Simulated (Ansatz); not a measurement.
# AsSe2: the cost of one run

Method: DFT PBE, scalar-relativistic, plane waves, PAW, in Ansatz 0.2.0.

### Step 1. The structure to begin with

The structure is tetragonal, space group I4/mmm (No. 139). Conventional cell: a = 3.928 Å, b = 3.928 Å, c = 9.801 Å, α = 90.00°, β = 90.00°, γ = 90.00°. As (site symmetry 4/mmm) is surrounded by 10 Se at 3.20 to 3.26 Å. Around Se (site symmetry 4mm) lie 5 Se at 3.15 to 3.41 Å and 5 As at 3.20 to 3.26 Å.

Coordinates:

```cif
data_structure
_symmetry_space_group_name_H-M 'P 1'
_symmetry_Int_Tables_number 1
_cell_length_a 5.6329
_cell_length_b 5.6329
_cell_length_c 5.6329
_cell_angle_alpha 139.193
_cell_angle_beta 139.193
_cell_angle_gamma 59.081
_cell_volume 75.60
loop_
_atom_site_label
_atom_site_type_symbol
_atom_site_fract_x
_atom_site_fract_y
_atom_site_fract_z
_atom_site_occupancy
As1 As 0.00000 0.00000 0.00000 1
Se1 Se 0.32600 0.32600 0.00000 1
Se2 Se 0.67400 0.67400 0.00000 1
```

The cell is invented: species swapped into a database cell of HoAg2 (I4/mmm, No. 139), with As on the Ho sites and Se on the Ag sites. Its size is a rough estimate.

### Step 2. A first look at the guess

input.yaml reads:

```yaml
crystal:
  lattice:
    - [-1.96381609, 1.96381609, 4.90070886]
    - [1.96381609, -1.96381609, 4.90070886]
    - [1.96381609, 1.96381609, -4.90070886]
  atoms:
    - { symbol: As, position: [0.0, 0.0, 0.0] }
    - { symbol: Se, position: [0.32600001, 0.32600001, 0.0] }
    - { symbol: Se, position: [0.67399999, 0.67399999, 0.0] }
basis:
  ecutwfc: 420
kpoints:
  mp_grid: { grid: [6, 6, 6] }
hamiltonian:
  xc: pbe
scf:
  occupations: { method: gaussian, width: 0.1 }
  lower_state_search: "off"
output:
  forces: true
  stress: true
  eigenvalues: true
```

On the command line:

```bash
> ansatz run input.yaml --threads 1 --pin off --max-ram 2560MiB --backend cpu --events-out ev --progress --plain --runs-dir out
```

Q: Estimate wall time and peak memory on 1 thread of Arm Neoverse V2, shared host.

About 2.6 s, with a peak of 0.35 GiB.
